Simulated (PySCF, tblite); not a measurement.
# C5H4F3O radical: geometry, infrared bands and EPR parameters

Aim: predict the infrared bands and EPR parameters of C5H4F3O radical (`[O][C@@H](C1C=C1)C(F)(F)F`).

Computed with tblite 0.8.0 and PySCF 2.14.0, with density-fitted response routines of our own, on a single molecule in the gas phase. Atoms are numbered from 0 throughout.

## Step 1: The starting structure

13 atoms, charge 0, multiplicity 2; geometry from: force field or distance geometry start.

Bonds of the start (Å): O0–C1 1.34, C1–C2 1.53, C2–C3 1.43, C3–C4 1.30, C1–C5 1.57, C5–F6 1.35, C5–F7 1.38, C5–F8 1.35, C4–C2 1.43, C1–H9 1.12, C2–H10 1.09, C3–H11 1.06, C4–H12 1.05.

## Step 2: Optimising the geometry with GFN2-xTB

What the job is given:

```
{"job": {"kind": "relax", "xc": "GFN2-xTB", "basis": "xTB"}, "charge": 0, "multiplicity": 2}
O     -0.325400    -1.783300    -0.962600
C     -0.390300    -0.784400    -0.078200
C      0.795100     0.130700    -0.371300
C      1.384900     0.954900     0.640800
C      2.074200    -0.073500     0.237400
C     -1.725600     0.030100    -0.169900
F     -2.821100    -0.714100     0.102500
F     -1.720800     1.043800     0.759100
F     -1.912200     0.619300    -1.371500
H     -0.328100    -1.052000     1.004300
H      0.770400     0.546300    -1.377600
H      1.269400     1.777700     1.295800
H      2.925100    -0.695000     0.273400
```

The run is started by

```sh
$ OMP_NUM_THREADS=1 python probes_run.py task.json out
```

One launch serves the whole session: the jobs run in the order shown.

**Question.** This job is followed by: GFN2-xTB harmonic vibrations, gas phase; UKS B3LYP, pcH-1 on C F H O, non-relativistic, mean-field spin-orbit, GIAO. What will the session give for the following? strongest single infrared mode (GFN2-xTB); zero-point energy (GFN2-xTB); g(iso) (B3LYP); ⟨S²⟩; largest a(iso) (averaged by class); potential on the surface of density 0.002 e/bohr³, 1st and 99th percentile.

**Answer**, as computed:

| quantity | value |
| --- | --- |
| strongest single infrared mode (GFN2-xTB) | 1126 cm⁻¹, 305 km/mol |
| zero-point energy (GFN2-xTB) | 48.5 kcal/mol |
| g(iso) (B3LYP) | 2.01355 |
| ⟨S²⟩ | 0.755 (exact 0.75) |
| largest a(iso) (averaged by class) | 13C on C2, 98.0 MHz |
| potential on the surface of density 0.002 e/bohr³, 1st and 99th percentile | -1.38 V and 1.73 V |

The optimisation took 38 steps and gained 0.284 eV; among the close pairs (by a distance rule), C1–C2 changed most, from 1.526 to 1.609 Å. No mode is imaginary among the 33: a minimum at this level. The strongest single mode, at 1126 cm⁻¹, moves mainly C5. Unscaled tight-binding wavenumbers are off by several per cent, some by more. Its intensities can rank the bands wrongly. O0 carries the largest spin population, 0.74 e. The isotropic g lies 11.2 ppt above the free-electron value. These values are for one conformer; the search (at its own cheap level) found 1 more, at 0.05 kcal/mol, and measured spectra average over such forms.
